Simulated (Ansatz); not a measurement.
# C4H13NO2: the cost of one run

Method: the levels named in each step, in Ansatz 0.2.0.

### 1 The starting structure

Bond lengths (14 of 18 bonds, heavy atoms first): C1–C2 1.523 Å, C2–N3 1.459 Å, N3–O4 1.436 Å, N3–C5 1.459 Å, C5–C6 1.523 Å, C1–H8 1.086 Å, C1–H9 1.087 Å, C1–H10 1.087 Å, C2–H11 1.100 Å, C2–H12 1.093 Å, O4–H13 0.967 Å, C5–H14 1.099 Å, C5–H15 1.093 Å, C6–H16 1.087 Å. Angles (14 of 29 angles, heavy atoms first): C1–C2–N3 110.5°, C2–N3–O4 108.4°, C2–N3–C5 112.9°, O4–N3–C5 108.5°, N3–C5–C6 110.9°, C1–C2–H11 110.1°, C1–C2–H12 109.9°, N3–C2–H11 111.0°, N3–C2–H12 106.7°, C2–C1–H8 109.8°, C2–C1–H9 110.3°, C2–C1–H10 110.3°, N3–O4–H13 105.1°, N3–C5–H14 110.9°.

Coordinates:

```xyz
20

C     1.1734    0.6565   -2.0475
C    -0.0206    1.0937   -1.2092
N    -0.0971    0.3106    0.0194
O     1.0641    0.5982    0.8139
C    -1.2854    0.6114    0.8100
C    -1.3719   -0.3001    2.0274
O     0.3323   -2.4579   -0.4193
H     1.1674    1.1806   -2.9992
H     2.1012    0.8851   -1.5303
H     1.1337   -0.4138   -2.2326
H     0.0462    2.1687   -0.9877
H    -0.9474    0.9076   -1.7575
H     1.5265   -0.2466    0.8997
H    -1.2882    1.6632    1.1294
H    -2.1451    0.4435    0.1567
H    -2.3116   -0.1286    2.5453
H    -0.5544   -0.0906    2.7119
H    -1.3180   -1.3438    1.7275
H     0.1047   -1.5148   -0.3272
H    -0.4029   -2.8733   -0.8722
```

### 2 A rough first relaxation, PBE-D4/def2-SVP

input.yaml reads:

```yaml
crystal:
  periodic: [false, false, false]
  atoms:
    - { symbol: C, position_ang: [1.17343, 0.65652, -2.04754] }
    - { symbol: C, position_ang: [-0.02062, 1.09373, -1.20922] }
    - { symbol: "N", position_ang: [-0.09708, 0.31064, 0.01945] }
    - { symbol: O, position_ang: [1.06409, 0.59819, 0.8139] }
    - { symbol: C, position_ang: [-1.28544, 0.61139, 0.81002] }
    - { symbol: C, position_ang: [-1.37189, -0.3001, 2.02735] }
    - { symbol: O, position_ang: [0.33228, -2.45787, -0.41931] }
    - { symbol: H, position_ang: [1.16742, 1.18058, -2.99916] }
    - { symbol: H, position_ang: [2.1012, 0.88508, -1.5303] }
    - { symbol: H, position_ang: [1.13367, -0.41377, -2.23262] }
    - { symbol: H, position_ang: [0.04617, 2.1687, -0.98771] }
    - { symbol: H, position_ang: [-0.94737, 0.90757, -1.75755] }
    - { symbol: H, position_ang: [1.52653, -0.24662, 0.89973] }
    - { symbol: H, position_ang: [-1.28823, 1.6632, 1.12937] }
    - { symbol: H, position_ang: [-2.14513, 0.44352, 0.15666] }
    - { symbol: H, position_ang: [-2.31164, -0.12863, 2.54533] }
    - { symbol: H, position_ang: [-0.55435, -0.09061, 2.71193] }
    - { symbol: H, position_ang: [-1.31802, -1.34378, 1.72749] }
    - { symbol: H, position_ang: [0.10468, -1.51478, -0.32719] }
    - { symbol: H, position_ang: [-0.40289, -2.87335, -0.87224] }
basis:
  gaussian: { orbitals: def2-SVP }
hamiltonian:
  xc: pbe
  dispersion: d4
relax:
  f_tol: 0.03
  max_steps: 200
```

On the command line:

```sh
ansatz run input.yaml --threads 4 --pin off --max-ram 10240MiB --backend cpu --events-out ev --progress --plain --runs-dir out
```

**Question.** How long does this run take on 4 threads of Intel Xeon Platinum 8488C (Sapphire Rapids), shared host, and how much memory does it need?

About 34 s, with a peak of 0.25 GiB.
